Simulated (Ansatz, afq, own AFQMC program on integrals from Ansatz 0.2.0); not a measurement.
# H2BrO (doublet): quantum Monte Carlo beside coupled cluster at distance O1–H3 along a hydrogen transfer = 1.625 Å, cc-pVTZ

Aim: compute H2BrO (doublet) with auxiliary-field quantum Monte Carlo on the same integrals as coupled cluster, and set the energies side by side.

Computed with Ansatz 0.2.0, Gaussian basis, and an in-house AFQMC program (afq) on its integrals; all values are calculated. Level: cc-pVTZ, frozen cores.

To be run: PBE (unrestricted); CCSD(T) on UHF; r2SCAN (unrestricted); PBE0 (unrestricted); CCSD(T) on UHF; B3LYP (unrestricted); CCSD(T) on UHF; wB97M-V (unrestricted); B2PLYP (unrestricted); Phaseless AFQMC, CISD trial on UHF.

## (1) The geometry

The geometry derives from fragments relaxed apart (PBE0/def2-TZVP) and kept rigid, so it is no stationary point. A hydrogen atom is moved between rigid fragments. No spin-orbit coupling is included. The filled d shell of Br may be among the frozen orbitals whatever the setting's name suggests; the logs give the count.

4 atoms, charge 0, spin multiplicity 2.

Atoms are counted from 1 here; the program's logs count them from 0.

Bond lengths: O1–H2 0.960 Å, H3–Br4 1.530 Å.

Coordinates:

```xyz
4

O    -1.13267   -0.23164    0.00000
H    -1.38198    0.69493    0.00000
H     0.49233   -0.23164    0.00000
Br    2.02233   -0.23164    0.00000
```

## (2) PBE (unrestricted)

in.yaml

```yaml
crystal:
  periodic: [false, false, false]
  atoms:
    - {symbol: O, position_ang: [-1.132673, -0.231644, 0.000000]}
    - {symbol: H, position_ang: [-1.381982, 0.694932, 0.000000]}
    - {symbol: H, position_ang: [0.492327, -0.231644, 0.000000]}
    - {symbol: Br, position_ang: [2.022327, -0.231644, 0.000000]}
basis:
  gaussian: {orbitals: cc-pVTZ}
magnetization: {spin_polarized: true, initial_magnetization: 1}
hamiltonian: {xc: {name: PBE}}
output: {orbitals: {seedname: orbitals}}
```

On the command line:

```console
$ ansatz run in.yaml --threads 1 --pin off --events-out ev --progress --plain --max-ram 8192MiB --backend cpu
```

Standard output:

```text
Functional definition: PBE
  name "PBE"
  cite "Perdew, Burke & Ernzerhof, Phys. Rev. Lett. 77, 3865 (1996) doi:10.1103/PhysRevLett.77.3865"
  parent pbe
  parameter kappa = 0.804
  parameter beta = 0.06672455060314922
  exchange = pbe_x(kappa = kappa, mu = beta*pi^2/3)
  correlation = pbe_c(beta = beta)
661 factors; their error is unknown
mean field evaluation 1: about -72100.0471 eV, gradient 5.3e1 eV
mean field evaluation 2: about -71933.1109 eV, gradient 1.4e2 eV
mean field evaluation 4: about -72110.3075 eV, gradient 2.1e1 eV
mean field evaluation 8: about -72112.5048 eV, gradient 8.3e0 eV
mean field evaluation 16: about -72113.0342 eV, gradient 4.5e-5 eV
mean field evaluation 32: about -72112.8845 eV, gradient 1.5e-2 eV
mean field evaluation 64: about -72112.7783 eV, gradient 2.6e0 eV
mean field evaluation 96: about -72111.6012 eV, gradient 1.4e1 eV
mean field -72113.03420350 eV, -2650.1051270085 hartree, gradient 4.3e-6 eV, S^2 0.752251; 10 other end points of the search recorded, 0 dependent functions left out
reference -72113.03423089 eV, -2650.1051280151 hartree; 23, 22 occupied and 78, 79 virtual orbitals, 661 factors
Total energy: -72113.03423089 eV, -2650.1051280151 hartree
```

Wall time 14 s (1 thread of AMD EPYC 7R13 (Zen 3), shared host); peak memory 1.8 GiB.

From the report: ⟨S²⟩ of the determinant 0.752 (pure doublet: 0.75).

## (3) CCSD(T) on UHF

in.yaml, as its differences from that of step 2:

```diff
@@ -10,3 +10,2 @@
 magnetization: {spin_polarized: true, initial_magnetization: 1}
-hamiltonian: {xc: {name: PBE}}
-output: {orbitals: {seedname: orbitals}}
+correlation: {method: ccsd_t, electrons: outside_noble_gas, hamiltonian_folder: ham}
```

On the command line:

```console
$ ansatz run in.yaml --threads 1 --pin off --events-out ev --progress --plain --max-ram 24576MiB --backend cuda --devices 0, --max-vram 18GiB
```

Standard output, shortened:

```text
Functional definition: HF
  name "HF"
  cite "Fock, Z. Phys. 61, 126 (1930) doi:10.1007/BF01340294"
  parent pbe
[...]
618 factors; integrals over basis functions are off by at most 1.3e-3 eV
[...]
mean field -72068.24773626 eV, -2648.4592546947 hartree, gradient 7.8e-6 eV, S^2 0.756970; 10 other end points of the search recorded, 0 dependent functions left out
determinant -72068.24773626 eV, -2648.4592546947 hartree, with singles and doubles -72079.47485573 eV, -2648.8718437253 hartree
determinant -72068.10239046 eV, -2648.4539133350 hartree, with singles and doubles -72079.41123476 eV, -2648.8695056976 hartree
determinant -72064.82781870 eV, -2648.3335750426 hartree, with singles and doubles -72077.53308130 eV, -2648.8004848312 hartree
determinant -72068.24773626 eV, -2648.4592546947 hartree, with singles and doubles -72079.43103220 eV, -2648.8702332403 hartree
determinant -72068.10239046 eV, -2648.4539133350 hartree, with singles and doubles -72079.36799393 eV, -2648.8679166264 hartree
15 core orbitals not correlated: weight in the atoms' cores, before any rotation towards them, 1.000 or more for the frozen orbitals, at most 0.000 for the correlated occupied ones
reference -72068.24773626 eV, -2648.4592546947 hartree; 8, 7 occupied and 78, 79 virtual orbitals, 618 factors
second order -10.35117805 eV of doubles, -0.00000000 eV of singles
cycle   1  -11.18329774 eV  change   -1.8e-6 eV  update   4.2e-6
perturbative correction -0.34948934 eV, -0.0128434963 hartree
Total energy: -72079.78052334 eV, -2648.8830768028 hartree
```

Run time: 26 s. Hardware: 1 × NVIDIA H100 80GB HBM3 with 1 thread of AMD EPYC 7R13 (Zen 3), shared host; peak host memory 1.8 GiB.

From the report: ⟨S²⟩ of the determinant 0.757 (pure doublet: 0.75); correlation -11.5328 eV; T1 0.009; largest double amplitude 0.05.

This run also writes the integrals to the folder ham.

## (4) r2SCAN (unrestricted)

in.yaml, as its differences from that of step 3:

```diff
@@ -10,2 +10,2 @@
 magnetization: {spin_polarized: true, initial_magnetization: 1}
-correlation: {method: ccsd_t, electrons: outside_noble_gas, hamiltonian_folder: ham}
+hamiltonian: {xc: {name: r2SCAN}}
```

On the command line:

```console
$ ansatz run in.yaml --threads 1 --pin off --events-out ev --progress --plain --max-ram 8192MiB --backend cpu
```

Standard output, shortened:

```text
Functional definition: r2SCAN
  name "r2SCAN"
  cite "Furness, Kaplan, Ning, Perdew & Sun, J. Phys. Chem. Lett. 11, 8208 (2020) doi:10.1021/acs.jpclett.0c02405"
  cite "Furness, Kaplan, Ning, Perdew & Sun, J. Phys. Chem. Lett. 11, 9248 (2020) doi:10.1021/acs.jpclett.0c03077"
  parent r2scan
[...]
661 factors; their error is unknown
[...]
mean field -72124.28044879 eV, -2650.5184188999 hartree, gradient 3.5e-6 eV, S^2 0.754106; 7 other end points of the search recorded, 0 dependent functions left out
reference -72124.28045700 eV, -2650.5184192014 hartree; 23, 22 occupied and 78, 79 virtual orbitals, 661 factors
Total energy: -72124.28045700 eV, -2650.5184192014 hartree
```

It took 22 s on 1 thread of AMD EPYC 7R13 (Zen 3), shared host; peak memory 1.8 GiB.

From the report: ⟨S²⟩ of the determinant 0.754 (pure doublet: 0.75).

## (5) PBE0 (unrestricted)

in.yaml, as its differences from that of step 4:

```diff
@@ -10,2 +10,3 @@
 magnetization: {spin_polarized: true, initial_magnetization: 1}
-hamiltonian: {xc: {name: r2SCAN}}
+hamiltonian: {xc: {name: PBE0}}
+output: {orbitals: {seedname: orbitals}}
```

Same command.

Standard output:

```text
Functional definition: PBE0
  name "PBE0"
  cite "Adamo & Barone, J. Chem. Phys. 110, 6158 (1999) doi:10.1063/1.478522"
  cite "Perdew, Burke & Ernzerhof, Phys. Rev. Lett. 77, 3865 (1996) doi:10.1103/PhysRevLett.77.3865"
  parent pbe
  parameter a = 0.25
  parameter kappa = 0.804
  parameter beta = 0.06672455060314922
  exchange = (1 - a)*pbe_x(kappa = kappa, mu = beta*pi^2/3) + a*exact_x
  correlation = pbe_c(beta = beta)
700 factors; their error is unknown
mean field evaluation 1: about -72104.4432 eV, gradient 4.6e1 eV
mean field evaluation 2: about -71990.3018 eV, gradient 1.2e2 eV
mean field evaluation 4: about -72109.3747 eV, gradient 3.3e1 eV
mean field evaluation 8: about -72115.0919 eV, gradient 1.8e0 eV
mean field evaluation 16: about -72115.3321 eV, gradient 2.2e-3 eV
mean field evaluation 32: about -72115.3276 eV, gradient 9.5e-1 eV
mean field -72115.33214790 eV, -2650.1895749076 hartree, gradient 6.1e-6 eV, S^2 0.753121; 3 other end points of the search recorded, 0 dependent functions left out
reference -72115.33216757 eV, -2650.1895756303 hartree; 23, 22 occupied and 78, 79 virtual orbitals, 700 factors
Total energy: -72115.33216757 eV, -2650.1895756303 hartree
```

It took 8 s on 1 thread of AMD EPYC 7R13 (Zen 3), shared host; peak memory 1.8 GiB.

From the report: ⟨S²⟩ of the determinant 0.753 (pure doublet: 0.75).

## (6) CCSD(T) on UHF

in.yaml, as its differences from that of step 5:

```diff
@@ -8,5 +8,4 @@
 basis:
-  gaussian: {orbitals: cc-pVTZ}
+  gaussian: {orbitals: def2-TZVPP}
 magnetization: {spin_polarized: true, initial_magnetization: 1}
-hamiltonian: {xc: {name: PBE0}}
-output: {orbitals: {seedname: orbitals}}
+correlation: {method: ccsd_t, electrons: outside_noble_gas}
```

On the command line:

```console
$ ansatz run in.yaml --threads 1 --pin off --events-out ev --progress --plain --max-ram 24576MiB --backend cuda --devices 0, --max-vram 18GiB
```

Standard output, shortened:

```text
Functional definition: HF
  name "HF"
  cite "Fock, Z. Phys. 61, 126 (1930) doi:10.1007/BF01340294"
  parent pbe
[...]
687 factors; integrals over basis functions are off by at most 8.0e-4 eV
[...]
mean field -72067.08075303 eV, -2648.4163688520 hartree, gradient 1.2e-6 eV, S^2 0.757107; 10 other end points of the search recorded, 0 dependent functions left out
determinant -72067.08075303 eV, -2648.4163688520 hartree, with singles and doubles -72078.31303343 eV, -2648.8291475432 hartree
determinant -72066.94367402 eV, -2648.4113312913 hartree, with singles and doubles -72078.26283645 eV, -2648.8273028383 hartree
determinant -72063.75380277 eV, -2648.2941056852 hartree, with singles and doubles -72076.44450915 eV, -2648.7604805424 hartree
determinant -72067.08075303 eV, -2648.4163688520 hartree, with singles and doubles -72078.26492499 eV, -2648.8273795906 hartree
determinant -72066.94367402 eV, -2648.4113312913 hartree, with singles and doubles -72078.21682164 eV, -2648.8256118251 hartree
15 core orbitals not correlated: weight in the atoms' cores, before any rotation towards them, 1.000 or more for the frozen orbitals, at most 0.000 for the correlated occupied ones
reference -72067.08075303 eV, -2648.4163688520 hartree; 8, 7 occupied and 84, 85 virtual orbitals, 687 factors
second order -10.34525033 eV of doubles, -0.00000000 eV of singles
cycle   1  -11.18417386 eV  change   -1.9e-6 eV  update   4.9e-6
perturbative correction -0.35171714 eV, -0.0129253665 hartree
Total energy: -72078.61664403 eV, -2648.8403050271 hartree
```

It took 25 s on 1 × NVIDIA H100 80GB HBM3 with 1 thread of AMD EPYC 7R13 (Zen 3), shared host; peak host memory 1.8 GiB.

From the report: ⟨S²⟩ of the determinant 0.757 (pure doublet: 0.75); correlation -11.5359 eV; T1 0.010; largest double amplitude 0.04.

## (7) B3LYP (unrestricted)

in.yaml, as its differences from that of step 6:

```diff
@@ -8,4 +8,4 @@
 basis:
-  gaussian: {orbitals: def2-TZVPP}
+  gaussian: {orbitals: cc-pVTZ}
 magnetization: {spin_polarized: true, initial_magnetization: 1}
-correlation: {method: ccsd_t, electrons: outside_noble_gas}
+hamiltonian: {xc: {name: B3LYP}}
```

On the command line:

```console
$ ansatz run in.yaml --threads 1 --pin off --events-out ev --progress --plain --max-ram 8192MiB --backend cpu
```

Standard output, shortened:

```text
Functional definition: B3LYP
  name "B3LYP"
  cite "Stephens, Devlin, Chabalowski & Frisch, J. Phys. Chem. 98, 11623 (1994) doi:10.1021/j100096a001"
  cite "Becke, Phys. Rev. A 38, 3098 (1988) doi:10.1103/PhysRevA.38.3098"
  cite "Lee, Yang & Parr, Phys. Rev. B 37, 785 (1988) doi:10.1103/PhysRevB.37.785"
  cite "Vosko, Wilk & Nusair, Can. J. Phys. 58, 1200 (1980) doi:10.1139/p80-159"
[...]
691 factors; their error is unknown
[...]
mean field -72126.57096141 eV, -2650.6025936859 hartree, gradient 8.8e-7 eV, S^2 0.753627; 12 other end points of the search recorded, 0 dependent functions left out
reference -72126.57114846 eV, -2650.6026005601 hartree; 23, 22 occupied and 78, 79 virtual orbitals, 691 factors
Total energy: -72126.57114846 eV, -2650.6026005601 hartree
```

Run time: 29 s. Hardware: 1 thread of AMD EPYC 7R13 (Zen 3), shared host; peak memory 1.8 GiB.

From the report: ⟨S²⟩ of the determinant 0.754 (pure doublet: 0.75).

## (8) CCSD(T) on UHF

in.yaml, as its differences from that of step 7:

```diff
@@ -8,4 +8,4 @@
 basis:
-  gaussian: {orbitals: cc-pVTZ}
+  gaussian: {orbitals: "def2-QZVPP.json"}
 magnetization: {spin_polarized: true, initial_magnetization: 1}
-hamiltonian: {xc: {name: B3LYP}}
+correlation: {method: ccsd_t, electrons: outside_noble_gas}
```

On the command line:

```console
$ ansatz run in.yaml --threads 1 --pin off --events-out ev --progress --plain --max-ram 24576MiB --backend cuda --devices 0, --max-vram 18GiB
```

Standard output, shortened:

```text
Functional definition: HF
  name "HF"
  cite "Fock, Z. Phys. 61, 126 (1930) doi:10.1007/BF01340294"
  parent pbe
[...]
1313 factors; integrals over basis functions are off by at most 1.8e-3 eV
[...]
mean field -72068.52236657 eV, -2648.4693471725 hartree, gradient 1.5e-6 eV, S^2 0.757407; 9 other end points of the search recorded, 0 dependent functions left out
determinant -72068.52236657 eV, -2648.4693471725 hartree, with singles and doubles -72080.78015646 eV, -2648.9198126423 hartree
determinant -72068.39016436 eV, -2648.4644888310 hartree, with singles and doubles -72080.73064912 eV, -2648.9179932809 hartree
determinant -72065.26387156 eV, -2648.3495996895 hartree, with singles and doubles -72078.92490227 eV, -2648.8516333085 hartree
determinant -72068.52236657 eV, -2648.4693471725 hartree, with singles and doubles -72080.62229646 eV, -2648.9140113944 hartree
determinant -72068.39016436 eV, -2648.4644888310 hartree, with singles and doubles -72080.57685525 eV, -2648.9123414607 hartree
15 core orbitals not correlated: weight in the atoms' cores, before any rotation towards them, 1.000 or more for the frozen orbitals, at most 0.000 for the correlated occupied ones
reference -72068.52236657 eV, -2648.4693471725 hartree; 8, 7 occupied and 183, 184 virtual orbitals, 1313 factors
second order -11.34831088 eV of doubles, -0.00000000 eV of singles
cycle   1  -12.09992883 eV  change    1.1e-6 eV  update   1.9e-6
perturbative correction -0.42231781 eV, -0.0155198934 hartree
Total energy: -72081.04461322 eV, -2648.9295312488 hartree
```

Wall time 32 s (1 × NVIDIA H100 80GB HBM3 with 1 thread of AMD EPYC 7R13 (Zen 3), shared host); peak host memory 1.8 GiB.

From the report: ⟨S²⟩ of the determinant 0.757 (pure doublet: 0.75); correlation -12.5222 eV; T1 0.010; largest double amplitude 0.04.

## (9) wB97M-V (unrestricted)

in.yaml, as its differences from that of step 8:

```diff
@@ -8,4 +8,5 @@
 basis:
-  gaussian: {orbitals: "def2-QZVPP.json"}
+  gaussian: {orbitals: cc-pVTZ}
 magnetization: {spin_polarized: true, initial_magnetization: 1}
-correlation: {method: ccsd_t, electrons: outside_noble_gas}
+hamiltonian: {xc: {name: wB97M-V}}
+output: {orbitals: {seedname: orbitals}}
```

On the command line:

```console
$ ansatz run in.yaml --threads 1 --pin off --events-out ev --progress --plain --max-ram 8192MiB --backend cpu
```

Standard output, shortened:

```text
Functional definition: wB97M-V
  name "wB97M-V"
  cite "Mardirossian & Head-Gordon, J. Chem. Phys. 144, 214110 (2016) doi:10.1063/1.4952647"
  cite "Becke, J. Chem. Phys. 107, 8554 (1997) doi:10.1063/1.475007"
  cite "Vydrov & Van Voorhis, J. Chem. Phys. 133, 244103 (2010) doi:10.1063/1.3521275"
  # Of w^i u^j: cxij and so on, Table III.
[...]
  gx(w, u) = 1 - cx + cx01*u + cx10*w
  gss(w, u) = css00 + css04*u^4 + css10*w + css20*w^2 + css43*w^4*u^3
  gos(w, u) = cos00 + cos10*w + (cos20 + cos21*u)*w^2 + (cos60 + cos61*u)*w^6
[...]
      + integral(e_c_pw_mod_opposite_spin*gos(b97_w_opposite, b97_u_opposite)) + vv10(b, c)
683 factors; their error is unknown
120 factors; integrals over basis functions are off by at most 4.3e-5 eV
[...]
mean field -72120.81497963 eV, -2650.3910652570 hartree, gradient 8.8e-6 eV, S^2 0.752844; 1 other end points of the search recorded, 0 dependent functions left out
reference -72120.81500955 eV, -2650.3910663568 hartree; 23, 22 occupied and 78, 79 virtual orbitals, 683 factors
Total energy: -72120.81500955 eV, -2650.3910663568 hartree
```

It took 24 s on 1 thread of AMD EPYC 7R13 (Zen 3), shared host; peak memory 1.8 GiB.

From the report: ⟨S²⟩ of the determinant 0.753 (pure doublet: 0.75).

## (10) B2PLYP (unrestricted)

in.yaml, as its differences from that of step 9:

```diff
@@ -10,3 +10,3 @@
 magnetization: {spin_polarized: true, initial_magnetization: 1}
-hamiltonian: {xc: {name: wB97M-V}}
-output: {orbitals: {seedname: orbitals}}
+hamiltonian: {xc: {name: B2PLYP}}
+correlation: {electrons: outside_noble_gas}
```

Launched as before.

Standard output, shortened:

```text
Functional definition: B2PLYP
  name "B2PLYP"
  cite "Grimme, J. Chem. Phys. 124, 034108 (2006) doi:10.1063/1.2148954"
  cite "Becke, Phys. Rev. A 38, 3098 (1988) doi:10.1103/PhysRevA.38.3098"
  cite "Lee, Yang & Parr, Phys. Rev. B 37, 785 (1988) doi:10.1103/PhysRevB.37.785"
[...]
618 factors; integrals over basis functions are off by at most 1.3e-3 eV
[...]
mean field -72109.52260313 eV, -2649.9760780750 hartree, gradient 5.0e-6 eV, S^2 0.753999; 3 other end points of the search recorded, 0 dependent functions left out
15 core orbitals not correlated: weight in the atoms' cores, before any rotation towards them, 1.000 or more for the frozen orbitals, at most 0.000 for the correlated occupied ones
reference -72109.52272019 eV, -2649.9760823771 hartree; 8, 7 occupied and 78, 79 virtual orbitals, 618 factors
second order -12.38707937 eV of doubles, -0.00000000 eV of singles
Total energy: -72112.86723162 eV, -2650.0989909052 hartree
```

Run time: 14 s. Hardware: 1 thread of AMD EPYC 7R13 (Zen 3), shared host; peak memory 1.8 GiB.

From the report: ⟨S²⟩ of the determinant 0.754 (pure doublet: 0.75).

## (11) Phaseless AFQMC, CISD trial on UHF

It reads the integrals that the CCSD(T) run on this determinant wrote.

On the command line:

```console
$ afq ham --method phaseless --trial cisd --walkers 1400 --populations 20 --least-time 60 --time-step 0.005 --steps-per-block 50 --equilibration-blocks 28 --max-blocks 4000 --target-error 0.00023 --factor-cut 1e-05 --start spin_pure --seed 3478 --release-times 0.24,0.51,0.99,1.5 --release-step 0.03 --release-every 4 --taylor-order 6
```

Standard output:

```text
orbitals 86  electrons 8 7  factors 557 of 618
reference energy -2648.45925469 Eh
CCSD correlation -0.41097875 Eh in 14 cycles, weight of the determinant in the CISD state 0.8754
energy of the start -2648.869945 Eh
 block  time / (1/Eh)  mean weight  energy / Eh
     1     0.250  0.9996  -2648.865296
     2     0.500  0.9998  -2648.870942
     3     0.750  1.0004  -2648.877255
     4     1.000  1.0001  -2648.878931
     5     1.250  0.9990  -2648.881464
     6     1.500  0.9996  -2648.883288
     7     1.750  0.9996  -2648.884864
     8     2.000  1.0001  -2648.883403
     9     2.250  0.9993  -2648.882760
    10     2.500  1.0004  -2648.881354
    13     3.250  1.0001  -2648.883876
    16     4.000  1.0003  -2648.883196
    19     4.750  0.9984  -2648.881226
    22     5.500  1.0003  -2648.883469
    25     6.250  1.0003  -2648.884364
    28     7.000  0.9995  -2648.884927
    31     7.750  0.9999  -2648.881868
    34     8.500  0.9994  -2648.884496
    37     9.250  1.0007  -2648.886261
    40    10.000  0.9993  -2648.883098
    43    10.750  1.0005  -2648.885938
    46    11.500  1.0006  -2648.885006
    49    12.250  0.9993  -2648.885594
    52    13.000  1.0000  -2648.887333
    55    13.750  1.0000  -2648.884957
    58    14.500  0.9996  -2648.882784
    61    15.250  1.0002  -2648.883539
    64    16.000  0.9996  -2648.883729
    67    16.750  1.0005  -2648.884728
    70    17.500  0.9997  -2648.883535
    73    18.250  0.9997  -2648.883035
    76    19.000  0.9999  -2648.881711
    79    19.750  1.0001  -2648.882289
    82    20.500  0.9999  -2648.883393
    85    21.250  1.0007  -2648.885297
    88    22.000  0.9998  -2648.884097
    91    22.750  0.9999  -2648.883021
    94    23.500  1.0004  -2648.885429
    97    24.250  0.9994  -2648.886624
   100    25.000  1.0001  -2648.884989
   103    25.750  0.9997  -2648.884245
   106    26.500  0.9999  -2648.885844
   109    27.250  0.9998  -2648.882904
   112    28.000  1.0001  -2648.884619
   115    28.750  0.9998  -2648.885926
   118    29.500  1.0004  -2648.885436
   121    30.250  1.0008  -2648.884818
   124    31.000  0.9999  -2648.885007
   127    31.750  1.0006  -2648.884010
   130    32.500  0.9997  -2648.884240
   133    33.250  0.9991  -2648.884354
   136    34.000  0.9991  -2648.883453
   139    34.750  0.9999  -2648.884805
   142    35.500  1.0008  -2648.883549
   145    36.250  0.9999  -2648.885327
   148    37.000  1.0004  -2648.883902
error from the spread of 20 populations
released: time / (1/Eh)  energy / Eh  error  mean overlap
  0.24  -2648.884523  0.000207  0.9966
  0.51  -2648.884848  0.000237  0.9879
  0.99  -2648.884767  0.000336  0.9848
  1.50  -2648.884468  0.000232  0.9823
energy -2648.884397 +/- 0.000222 Eh
```

It took 2.7 min on 1 × NVIDIA H100 80GB HBM3 with 2 threads of AMD EPYC 7R13 (Zen 3), shared host; peak host memory 1.8 GiB.

Energy -72079.8164 ± 0.0061 eV. Caveats: constraint bias not in the error.

## (12) All levels side by side

On the UHF determinant, counted from CCSD(T) (a yardstick, not exact):

```
                                                level  energy (eV)  from CCSD(T) (meV)  statistical error (meV)     time
                                                   HF  -72068.2477            +11532.8                                  
                                                  MP2  -72078.5989             +1181.6                                  
                                                 CCSD  -72079.4310              +349.5                                  
                                              CCSD(T)  -72079.7805                 0.0                                  
Phaseless AFQMC, CISD trial, step 0.005, 1400 walkers  -72079.8164               -35.9                      6.1  2.7 min
```

The functionals' totals stand on their own zeros and serve differences with other points: PBE -72113.034 eV; r2SCAN -72124.280 eV; PBE0 -72115.332 eV; B3LYP -72126.571 eV; wB97M-V -72120.815 eV; B2PLYP -72112.867 eV.

## (13) What came out

```
                                       quantity            value
Phaseless AFQMC, CISD trial on UHF from CCSD(T)  -35.9 ± 6.1 meV
```

**Reading.** On UHF the phaseless walk with the CISD trial lies -35.9 meV from CCSD(T), 6 times its error bar. Error bars are statistical and leave out the constraint, the time step and what remains of the start.
